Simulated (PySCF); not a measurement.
# C₇H₉N: excited states, first hyperpolarisability

What do calculations give for the excited states, first hyperpolarisability of C₇H₉N (`CCc1cccnc1`)?

Programs: PySCF 2.14.0, with routines of our own; each step states its level. All values are computed. Atoms count from 0.

### 1 The starting structure

17 atoms, charge 0, multiplicity 1; geometry from: GFN2-xTB.

### 2 Relaxing the molecule at PBE0-D3(BJ)/def2-SVP

The job: settings as JSON, then the geometry in Å.

```
{"job": {"xc": "PBE0", "basis": "def2-SVP", "d3": "d3bj", "grid": 2, "kind": "geom"}, "charge": 0, "multiplicity": 1}
C     -2.299366     0.508761     0.509072
C     -1.405017     0.043263    -0.642242
C     -0.001949    -0.173331    -0.158812
C      0.933161     0.854914    -0.153071
C      2.203967     0.614667     0.341275
C      2.495401    -0.655420     0.814758
N      1.617157    -1.643152     0.819179
C      0.407384    -1.403114     0.348122
H     -3.317155     0.665275     0.159136
H     -2.313735    -0.236209     1.301700
H     -1.927687     1.442927     0.925113
H     -1.411715     0.797332    -1.432611
H     -1.800548    -0.888119    -1.052652
H      0.666051     1.830977    -0.535129
H      2.950234     1.394113     0.357519
H      3.473503    -0.898264     1.208325
H     -0.276684    -2.242590     0.373687
```

Run with:

```sh
> OMP_NUM_THREADS=1 python excited_run.py task.json out
```

One launch serves the whole session: the jobs run in the order shown.

What it wrote:

```text
step   0  E = -326.30235625  max force = 0.013280
step   1  E = -326.30412271  max force = 0.002694
step   2  E = -326.30414298  max force = 0.000530
step   3  E = -326.30414044  max force = 0.001248
step   4  E = -326.30414752  max force = 0.000317
optimisation converged
```

Run time: 54 s. Hardware: 1 thread of Arm Neoverse V1, shared host; peak memory 0.74 GiB.

Along the way:

```tsv
step	energy from step 0 (eV)	largest force component (eV/Å)
0	0.0000	0.6829
1	-0.0481	0.1385
2	-0.0486	0.0273
3	-0.0486	0.0642
4	-0.0487	0.0163
```

Close pairs (by a distance rule), those that changed most:

```tsv
bond	before (Å)	after (Å)	change (Å)
C7–H16	1.083	1.098	+0.015
C5–H15	1.082	1.096	+0.014
C0–H8	1.088	1.101	+0.013
C4–H14	1.079	1.092	+0.013
C0–H10	1.088	1.101	+0.013
C0–H9	1.088	1.101	+0.013
C3–H13	1.082	1.094	+0.013
C1–H12	1.092	1.102	+0.010
```

The next job starts from the end point, and lists it.

```tsv
at the end point	value
point group (found at 0.08 Å tolerance)	C1
rotational constants (GHz, main isotopes)	4.662, 1.490, 1.240
dipole moment (D)	2.40
```

### 3 Excited states: TDA wB97X-D/def2-TZVP

The job: settings as JSON, then the geometry in Å.

```
{"job": {"kind": "states", "xc": "wB97X-D", "basis": "def2-TZVP", "tda": true, "soc": true, "nstates": 6, "ntriplets": 5, "nquad": 4}, "charge": 0, "multiplicity": 1}
C     -2.310447     0.531830     0.577188
C     -1.394957     0.049011    -0.545300
C      0.020092    -0.164486    -0.085585
C      0.963534     0.866169    -0.078904
C      2.245841     0.620445     0.402597
C      2.544729    -0.659603     0.867876
N      1.663630    -1.655967     0.868613
C      0.443770    -1.406519     0.405031
H     -3.338653     0.683697     0.214998
H     -2.343755    -0.197851     1.400666
H     -1.953527     1.485143     0.996630
H     -1.403568     0.780221    -1.369919
H     -1.787073    -0.892774    -0.962275
H      0.692701     1.857416    -0.454935
H      3.005010     1.405535     0.415485
H      3.544633    -0.888626     1.254325
H     -0.260675    -2.248719     0.411881
```

Level: TDA wB97X-D/def2-TZVP excited states, vertical, gas phase, spin-orbit mean-field couplings.

What it wrote:

```text
coarse grid: 14248 points
cycle   1  E = -326.8946135224  dE =  1.452e+00  |g| = 3.465e-01  |ddm| = 3.285e+00
cycle   2  E = -326.9104333824  dE = -1.582e-02  |g| = 3.086e-01  |ddm| = 7.261e-01
cycle   3  E = -326.9288169857  dE = -1.838e-02  |g| = 6.268e-02  |ddm| = 2.661e-01
cycle   4  E = -326.9295767449  dE = -7.598e-04  |g| = 2.865e-02  |ddm| = 1.143e-01
cycle   5  E = -326.9297750270  dE = -1.983e-04  |g| = 6.363e-03  |ddm| = 3.366e-02
cycle   6  E = -326.9297869103  dE = -1.188e-05  |g| = 1.913e-03  |ddm| = 1.864e-02
cycle   7  E = -326.9297881667  dE = -1.256e-06  |g| = 7.615e-04  |ddm| = 5.704e-03
final grid: 137800 points
cycle   8  E = -326.9107148714  dE = -1.998e-04  |g| = 4.918e-03  |ddm| = 1.361e-01
cycle   9  E = -326.9107177847  dE = -2.913e-06  |g| = 3.797e-03  |ddm| = 1.378e-02
cycle  10  E = -326.9107205838  dE = -2.799e-06  |g| = 1.052e-03  |ddm| = 3.921e-03
cycle  11  E = -326.9107208020  dE = -2.182e-07  |g| = 4.317e-04  |ddm| = 1.523e-03
cycle  12  E = -326.9107208503  dE = -4.824e-08  |g| = 6.958e-05  |ddm| = 6.229e-04
cycle  13  E = -326.9107208521  dE = -1.810e-09  |g| = 3.489e-05  |ddm| = 2.140e-04
cycle  14  E = -326.9107208525  dE = -3.821e-10  |g| = 7.356e-06  |ddm| = 8.367e-05
converged SCF energy = -326.9107208525

Singlet excitations
state   eV       nm        f     d(h-e)  d(exc)  Lambda  PR(NTO)  |dmu|/D   mu/D   main configurations
  1   5.0657   244.8   0.00556   1.044   2.601   0.516   1.007    2.429    0.328   H-1->L 0.97
  2   5.4046   229.4   0.00023   1.116   2.712   0.390   1.008    2.643    0.296   H-1->L+1 0.98
  3   5.5803   222.2   0.05022   0.087   2.619   0.700   1.707    0.271    2.364   H->L 0.70, H-2->L+1 0.27
  4   6.5025   190.7   0.07470   0.142   2.720   0.853   1.836    0.484    2.870   H->L+1 0.66, H-2->L 0.30
  5   7.7455   160.1   0.89724   0.204   2.780   0.665   1.935                     H-2->L+1 0.58, H->L 0.19, H-2->L 0.08
  6   7.7879   159.2   0.02910   0.488   2.863   0.413   1.082                     H-3->L 0.66, H-4->L 0.12, H-5->L 0.09

Triplet excitations (Tamm-Dancoff)
state   eV     d(h-e)  d(exc)  Lambda  PR(NTO)   main configurations
  1   4.2933   0.060   2.427   0.845   1.665   H->L+1 0.69, H-2->L 0.22
  2   4.3619   0.989   2.492   0.513   1.018   H-1->L 0.94
  3   4.5131   0.129   2.578   0.716   1.033   H->L 0.95
  4   5.0144   0.108   2.529   0.838   1.609   H-2->L 0.74, H->L+1 0.24
  5   5.2751   1.096   2.695   0.390   1.009   H-1->L+1 0.98
S1 - T1 = 0.7724 eV

Spin-orbit couplings |<S|Hso|T>| (cm-1)
             T1       T2       T3       T4       T5
S0        1.953   26.951    0.299    0.430    2.648
S1        5.580    0.357    1.566    8.866    0.427
S2        1.402    0.281    1.384    0.814    0.060
S3        0.057    1.173    0.043    0.058    5.941
S4        0.510    5.959    0.126    0.055    1.303
S5        0.229    3.160    0.227    0.290    6.225
S6        1.845   14.795    1.015    3.093    0.833
T1 sublevels (cm-1): 0.000 0.000 0.058   radiative rates (1/s): 0.0797 0.0165 2.62
```

It took 70 s on 1 thread of Arm Neoverse V1, shared host; peak memory 1.2 GiB.

From this job:

```tsv
quantity	value
S1 less T1	0.77 eV
```

### 4 Excited states: TDDFT CAM-B3LYP/aug-cc-pVDZ

Settings changed since step 3:

```diff
@@ -1,2 +1,2 @@
-{"job": {"kind": "states", "xc": "wB97X-D", "basis": "def2-TZVP", "tda": true, "soc": true, "nstates": 6, "ntriplets": 5, "nquad": 4}, "charge": 0, "multiplicity": 1}
+{"job": {"kind": "states", "xc": "CAM-B3LYP", "basis": "aug-cc-pVDZ", "tpa": true, "nstates": 8, "nquad": 6, "ntriplets": 0}, "charge": 0, "multiplicity": 1}
 C     -2.310447     0.531830     0.577188
```

Level: TDDFT CAM-B3LYP/aug-cc-pVDZ excited states, vertical, gas phase, two-photon moments by quadratic response.

What it wrote:

```text
coarse grid: 14248 points
cycle   1  E = -326.6984898410  dE =  1.421e+00  |g| = 3.380e-01  |ddm| = 2.095e+01
cycle   2  E = -326.7096304651  dE = -1.114e-02  |g| = 3.247e-01  |ddm| = 2.519e+00
cycle   3  E = -326.7318950038  dE = -2.226e-02  |g| = 6.600e-02  |ddm| = 8.371e-01
cycle   4  E = -326.7326438799  dE = -7.489e-04  |g| = 3.392e-02  |ddm| = 2.241e-01
cycle   5  E = -326.7329277434  dE = -2.839e-04  |g| = 6.744e-03  |ddm| = 1.557e-01
cycle   6  E = -326.7329398993  dE = -1.216e-05  |g| = 2.155e-03  |ddm| = 4.061e-02
cycle   7  E = -326.7329412452  dE = -1.346e-06  |g| = 6.110e-04  |ddm| = 8.713e-03
final grid: 137800 points
cycle   8  E = -326.7592561733  dE = -2.182e-05  |g| = 3.324e-03  |ddm| = 3.349e-01
cycle   9  E = -326.7592572565  dE = -1.083e-06  |g| = 2.834e-03  |ddm| = 4.128e-02
cycle  10  E = -326.7592593304  dE = -2.074e-06  |g| = 2.110e-04  |ddm| = 1.364e-02
cycle  11  E = -326.7592593380  dE = -7.613e-09  |g| = 1.763e-04  |ddm| = 1.670e-03
cycle  12  E = -326.7592593449  dE = -6.913e-09  |g| = 3.284e-05  |ddm| = 6.995e-04
cycle  13  E = -326.7592593452  dE = -2.888e-10  |g| = 1.404e-05  |ddm| = 1.990e-04
converged SCF energy = -326.7592593452

Singlet excitations
state   eV       nm        f     d(h-e)  d(exc)  Lambda  PR(NTO)  |dmu|/D   mu/D   delta(TPA)   sigma/GM   main configurations
  1   5.0194   247.0   0.00453   1.050   2.657   0.402   1.011    2.491    0.389        1.47      0.014   H-1->L+1 0.65, H-1->L 0.29
  2   5.4206   228.7   0.00448   1.041   2.776   0.295   1.125    2.530    0.258        0.27      0.003   H-1->L+3 0.45, H-1->L+2 0.19, H-1->L+5 0.16
  3   5.4412   227.9   0.05325   0.165   2.684   0.502   1.774    0.496    2.249        4.30      0.047   H->L+1 0.48, H->L 0.23, H-2->L+3 0.09
  4   6.1906   200.3   0.07093   0.074   2.960   0.547   1.787    0.366    2.535        2.71      0.038   H->L+3 0.32, H->L+2 0.15, H-2->L+1 0.15
  5   6.5471   189.4   0.00314   1.189   4.552   0.470   1.058    4.736    3.729      112.58      1.768   H->L 0.38, H->L+1 0.24, H->L+2 0.20
  6   6.7738   183.0   0.01523   0.330   4.318   0.284   1.034    2.751    5.159       71.24      1.198   H-1->L 0.27, H-1->L+4 0.26, H-1->L+1 0.18
  7   6.9846   177.5   0.07950   0.759   4.907   0.480   1.328                                            H->L+2 0.48, H->L+3 0.13, H-2->L+1 0.12
  8   7.1181   174.2   0.24457   0.686   3.988   0.402   2.167                                            H-2->L 0.21, H-2->L+3 0.20, H->L+4 0.19
```

Wall time 79 s (1 thread of Arm Neoverse V1, shared host); peak memory 1.1 GiB.

### 5 First hyperpolarisability: quadratic response CAM-B3LYP/aug-cc-pVDZ

Settings changed since step 4:

```diff
@@ -1,2 +1,2 @@
-{"job": {"kind": "states", "xc": "CAM-B3LYP", "basis": "aug-cc-pVDZ", "tpa": true, "nstates": 8, "nquad": 6, "ntriplets": 0}, "charge": 0, "multiplicity": 1}
+{"job": {"kind": "beta", "xc": "CAM-B3LYP", "basis": "aug-cc-pVDZ"}, "charge": 0, "multiplicity": 1}
 C     -2.310447     0.531830     0.577188
```

With the program's defaults for keys left out, this is: quadratic response CAM-B3LYP/aug-cc-pVDZ first hyperpolarisability, Taylor convention, gas phase.

What it wrote:

```text
coarse grid: 14248 points
cycle   1  E = -326.6984898410  dE =  1.421e+00  |g| = 3.380e-01  |ddm| = 2.095e+01
cycle   2  E = -326.7096304651  dE = -1.114e-02  |g| = 3.247e-01  |ddm| = 2.519e+00
cycle   3  E = -326.7318950038  dE = -2.226e-02  |g| = 6.600e-02  |ddm| = 8.371e-01
cycle   4  E = -326.7326438799  dE = -7.489e-04  |g| = 3.392e-02  |ddm| = 2.241e-01
cycle   5  E = -326.7329277434  dE = -2.839e-04  |g| = 6.744e-03  |ddm| = 1.557e-01
cycle   6  E = -326.7329398993  dE = -1.216e-05  |g| = 2.155e-03  |ddm| = 4.061e-02
cycle   7  E = -326.7329412452  dE = -1.346e-06  |g| = 6.110e-04  |ddm| = 8.713e-03
final grid: 137800 points
cycle   8  E = -326.7592561733  dE = -2.182e-05  |g| = 3.324e-03  |ddm| = 3.349e-01
cycle   9  E = -326.7592572565  dE = -1.083e-06  |g| = 2.834e-03  |ddm| = 4.128e-02
cycle  10  E = -326.7592593304  dE = -2.074e-06  |g| = 2.110e-04  |ddm| = 1.364e-02
cycle  11  E = -326.7592593380  dE = -7.613e-09  |g| = 1.763e-04  |ddm| = 1.670e-03
cycle  12  E = -326.7592593449  dE = -6.913e-09  |g| = 3.284e-05  |ddm| = 6.995e-04
cycle  13  E = -326.7592593452  dE = -2.888e-10  |g| = 1.404e-05  |ddm| = 1.990e-04
converged SCF energy = -326.7592593452

Lowest singlets (eV, f): 5.0194 0.0045  5.4206 0.0045  5.4412 0.0533

First hyperpolarisability (au)
process     nm      |vector|   parallel      HRS      DR
static         -       51.29      -2.43      22.16   4.387
shg       1907.0       54.08      -2.54      23.42   4.391
eope      1907.0       52.19      -2.46          -       -
shg       1064.0       61.30      -2.94      26.73   4.406
eope      1064.0       54.29      -2.55          -       -
```

Wall time 56 s (1 thread of Arm Neoverse V1, shared host); peak memory 1.2 GiB.

### 6 Summary of results

```
                                                   quantity                                             value
                                                point group                                                C1
                       rotational constants (main isotopes)                              4.66, 1.49, 1.24 GHz
                 S1 less T1 (step 3, TDA wB97X-D/def2-TZVP)                                           0.77 eV
β vector (step 5, quadratic response CAM-B3LYP/aug-cc-pVDZ)  static 51, SHG 1907.0 nm 54, SHG 1064.0 nm 61 au
```

**Reading.** Relaxing lowered the energy by 0.049 eV in 4 steps; the close pair that moved most is C7–H16, from 1.083 to 1.098 Å. No frequency check was run at this level, so the end point may be a saddle. In step 3, the number of triplets below S1 is 4, and the largest singlet-triplet spin-orbit coupling is S0–T2, 26.95 cm⁻¹. β grows from 51 au (static) to 61 au for doubling at 1064.0 nm: normal dispersion, which grows as twice the photon energy moves toward the bright states.
